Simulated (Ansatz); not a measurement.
# C2H7AlFN: single point in a Gaussian basis, by script

Wanted for C2H7AlFN: a single point in a Gaussian basis. SMILES: [CH3][Al]([NH2])[CH2]F.

All numbers are computed with Ansatz 0.2.0, driven from Python. Level of theory: CCSD/def2-SVP.

## 1. Starting point

Bond lengths: C1–Al2 1.936 Å, Al2–N3 1.878 Å, Al2–C4 1.977 Å, C4–F5 1.390 Å, C1–H6 1.103 Å, C1–H7 1.156 Å, C1–H8 1.084 Å, N3–H9 1.049 Å, N3–H10 1.076 Å, C4–H11 1.184 Å, C4–H12 1.062 Å. Angles (14 of 18 angles, heavy atoms first): C1–Al2–N3 119.0°, C1–Al2–C4 122.8°, N3–Al2–C4 118.2°, Al2–C4–F5 110.6°, Al2–C1–H6 114.1°, Al2–C1–H7 109.6°, Al2–C1–H8 111.7°, Al2–N3–H9 109.8°, Al2–N3–H10 109.0°, Al2–C4–H11 105.8°, Al2–C4–H12 111.6°, F5–C4–H11 105.7°, F5–C4–H12 112.6°, H6–C1–H7 105.2°.

The script holds or builds the structure itself.

## 2. Script

The input, c2h7alfn_energy.py:

```python
'''Single point of C2H7AlFN.'''

import ansatz as az
import numpy as np
import pandas as pd

GEOMETRY = '''
C    -1.18470    0.91100    0.99300
Al    0.17090   -0.15820    0.11790
N     1.78340   -0.49730    1.01910
C    -0.05310   -0.89190   -1.70430
F    -0.33420    0.12390   -2.61060
H    -0.88520    1.29720    1.98160
H    -1.40970    1.84880    0.35580
H    -2.12280    0.37490    1.08080
H     2.57970   -0.05070    0.50240
H     1.77870    0.02930    1.95740
H    -1.02800   -1.56330   -1.66360
H     0.78210   -1.47880   -1.99550
'''


def main() -> None:
    mol = az.Crystal.molecule()
    for line in GEOMETRY.strip().splitlines():
        symbol, *xyz = line.split()
        mol = mol.atom(symbol, [float(v) for v in xyz])

    setup = mol.calculation()
    setup = setup.basis(gaussian='def2-SVP').correlation('CCSD')
    setup = setup.forces()
    out = setup.run(threads=1)
    rep = out.report

    for key in ('converged', 'free_energy_ev', 'reference_energy_ev', 'n_frozen', 'n_occupied', 'n_virtual'):
        print(f'{key:22s} {rep[key]}')

    parts = rep['correlation']
    for name in ('random_phase', 'coupled_cluster', 'perturbative'):
        if name in parts:
            print(f'{name:16s} {parts[name]["energy"]["hartree"]:12.7f} Ha')
    if 'second_order' in parts:
        pair = parts['second_order']
        print(f'MP2 same spin {pair["same_spin"]["hartree"]:.7f} Ha, opposite spin {pair["opposite_spin"]["hartree"]:.7f} Ha')

    symbols = [site.symbol for site in mol.cartesian_sites]
    print('forces (eV/A)')
    for symbol, f in zip(symbols, rep['forces_ev_ang']):
        print(f'  {symbol:2s} {f[0]:9.4f} {f[1]:9.4f} {f[2]:9.4f}')

    charges = rep['charge_distribution']
    table = pd.DataFrame({'atom': symbols, 'mulliken': charges['mulliken_charges_e'], 'lowdin': charges['lowdin_charges_e']})
    print(table.round(3).to_string())
    print('dipole (e A):', np.round(charges['dipole_moment_e_ang'], 4) + 0.0)


if __name__ == '__main__':
    main()
```

## 3. The run

On the command line:

```sh
$ python c2h7alfn_energy.py
```

The log of the run:

```text
converged              True
free_energy_ev         -12955.82044122207
reference_energy_ev    -12935.203664391809
n_frozen               9
n_occupied             [15, 15]
n_virtual              [85, 85]
coupled_cluster    -0.7576526 Ha
MP2 same spin -0.1688900 Ha, opposite spin -0.5384648 Ha
forces (eV/A)
  C    -0.0233    1.6593   -0.7751
  Al    1.3848   -0.0583    0.7052
  N    -0.3698    2.1909    0.5320
  C    -3.1701   -0.3540    1.2855
  F     0.2348    0.2620   -0.3930
  H    -0.0560   -0.1572    0.0297
  H     0.2658   -1.2300    0.6964
  H    -0.6678   -0.2181    0.1739
  H    -0.5614   -0.8166    0.5007
  H     0.0870   -1.1331   -1.6315
  H     1.8425    0.7583   -0.2165
  H     1.0334   -0.9033   -0.9074
   atom  mulliken  lowdin
0     C    -0.449  -0.159
1    Al     0.869   0.252
2     N    -0.527  -0.083
3     C    -0.037  -0.042
4     F    -0.335  -0.041
5     H     0.050   0.009
6     H     0.063   0.038
7     H     0.051   0.005
8     H     0.119   0.016
9     H     0.125   0.027
10    H     0.034   0.011
11    H     0.037  -0.032
dipole (e A): [0.0598 0.036  0.2835]
```

It took 18 s on 1 thread of Intel Xeon 6975P-C (Granite Rapids), shared host; peak memory 0.77 GiB.

Lines on the test bed's own set-up are left out of the output.

A comment line of the script is reworded here; the code is as run.

## 4. What the engine kept of the run

The report of the run holds:

```tsv
item	value
SCF cycles in all	24
orbitals (without the frozen core)	100
total energy (eV)	-12955.82044
```

## 5. The command-line twin

The engine's input of that run, saved to a file, gives the whole log.

The input, input.yaml:

```yaml
crystal:
  periodic: [false, false, false]
  atoms:
    - { symbol: C, position_ang: [-1.1847, 0.911, 0.993] }
    - { symbol: Al, position_ang: [0.1709, -0.1582, 0.1179] }
    - { symbol: "N", position_ang: [1.7834, -0.4973, 1.0191] }
    - { symbol: C, position_ang: [-0.0531, -0.8919, -1.7043] }
    - { symbol: F, position_ang: [-0.3342, 0.1239, -2.6106] }
    - { symbol: H, position_ang: [-0.8852, 1.2972, 1.9816] }
    - { symbol: H, position_ang: [-1.4097, 1.8488, 0.3558] }
    - { symbol: H, position_ang: [-2.1228, 0.3749, 1.0808] }
    - { symbol: H, position_ang: [2.5797, -0.0507, 0.5024] }
    - { symbol: H, position_ang: [1.7787, 0.0293, 1.9574] }
    - { symbol: H, position_ang: [-1.028, -1.5633, -1.6636] }
    - { symbol: H, position_ang: [0.7821, -1.4788, -1.9955] }
basis:
  gaussian: { orbitals: def2-SVP }
correlation:
  method: ccsd
output:
  forces: true
```

On the command line:

```sh
$ ansatz run input.yaml --threads 1 --pin off --max-ram 4096MiB --backend cpu --events-out ev --progress --plain --runs-dir out
```

The log of the run (excerpt; [...] marks lines left out):

```text
Warning: RAYON_NUM_THREADS=1 ignored (pool sized by the plan → 1); use --threads N
[...]
Functional definition: HF
[...]
1085 factors; integrals over basis functions are off by at most 1.3e-3 eV
[...]
mean field -12935.20366439 eV, -475.3599668704 hartree, gradient 8.1e-7 eV, S^2 0.000000; 0 other end points of the search recorded, 0 dependent functions left out
9 core orbitals not correlated: weight in the atoms' cores, before any rotation towards them, 1.000 or more for the frozen orbitals, at most 0.000 for the correlated occupied ones
reference -12935.20366439 eV, -475.3599668704 hartree; 15, 15 occupied and 85, 85 virtual orbitals, 1085 factors
second order -19.24810363 eV of doubles, -0.00000000 eV of singles
cycle   1  -20.02459790 eV  change   -7.8e-1 eV  update   9.6e-2
[...]
cycle  11  -20.61677683 eV  change    4.3e-6 eV  update   5.4e-6
[...]
Total energy: -12955.82044122 eV, -476.1176194444 hartree
[...]
Atom 2 at     1.783400    -0.497300     1.019100 Å, force    -0.369789     2.190942     0.532004 eV/Å
Atom 3 at    -0.053100    -0.891900    -1.704300 Å, force    -3.170083    -0.353979     1.285545 eV/Å
Atom 4 at    -0.334200     0.123900    -2.610600 Å, force     0.234794     0.262010    -0.392950 eV/Å
Atom 5 at    -0.885200     1.297200     1.981600 Å, force    -0.055968    -0.157224     0.029698 eV/Å
Atom 6 at    -1.409700     1.848800     0.355800 Å, force     0.265841    -1.230046     0.696431 eV/Å
Atom 7 at    -2.122800     0.374900     1.080800 Å, force    -0.667771    -0.218112     0.173911 eV/Å
Atom 8 at     2.579700    -0.050700     0.502400 Å, force    -0.561404    -0.816581     0.500690 eV/Å
Atom 9 at     1.778700     0.029300     1.957400 Å, force     0.086965    -1.133058    -1.631532 eV/Å
Atom 10 at    -1.028000    -1.563300    -1.663600 Å, force     1.842524     0.758302    -0.216490 eV/Å
Atom 11 at     0.782100    -1.478800    -1.995500 Å, force     1.033370    -0.903273    -0.907389 eV/Å
Dipole moment:     0.059814     0.035951     0.283540 e Å
```

Run time: 18 s. Hardware: 1 thread of Intel Xeon 6975P-C (Granite Rapids), shared host; peak memory 0.66 GiB.

Script and command line differ by 0.000 meV in the energy.

## 6. Summary of results

| quantity | value |
| --- | --- |
| total energy | -12955.8204 eV |
| largest force | 3.439 eV/Å |
| dipole moment | 1.40 D |

**Reading.** Forces reach 3.44 eV/Å, so the atoms aren't at rest. Notes:
- The geometry is a force-field or estimated start, not a minimum of this method, and the basis set is short of its limit.
- The Löwdin charges here are taken after orthogonalising the functions within each atom; they differ from plain Löwdin charges, and their signs can be unphysical.
